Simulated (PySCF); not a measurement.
# C5H10AlNO: the cost of one run

Programs: PySCF 2.14.0, with routines of our own; each step states its level. All values are computed. Atoms count from 0.

### 1 The starting structure

18 atoms, charge 0, multiplicity 1; geometry from: GFN2-xTB.

### 2 Relaxing the molecule at PBE0/def2-SV(P)

What the job is given:

```
{"job": {"xc": "PBE0", "basis": "def2-SV(P)", "grid": 1, "kind": "geom"}, "charge": 0, "multiplicity": 1}
C     -1.449779     1.015519     0.656659
O     -1.027537    -0.082189    -0.129221
C     -1.337478    -1.333252     0.454497
Al     0.029597     0.135990    -1.668720
C      1.966617     0.313970    -1.093720
C      2.529009     0.212628     0.126889
C      1.748746    -0.035607     1.266485
N      1.102211    -0.232828     2.198121
H     -2.537032     1.003972     0.771773
H     -1.146331     1.915363     0.121560
H     -0.968801     0.987148     1.637810
H     -0.841262    -1.431537     1.423726
H     -2.419257    -1.438570     0.573584
H     -0.965928    -2.095050    -0.230372
H     -0.350140    -1.212658    -2.367187
H     -0.631202     1.457940    -2.187933
H      2.694677     0.511818    -1.887251
H      3.595133     0.313661     0.321641
```

Launch:

```console
$ OMP_NUM_THREADS=1 python excited_run.py task.json out
```

This one command runs all jobs of the session in turn.

**Question.** How long does this first job take on 1 thread of Arm Neoverse N1, shared host, and how much memory does it need?

About 94 s, with a peak of 0.61 GiB.
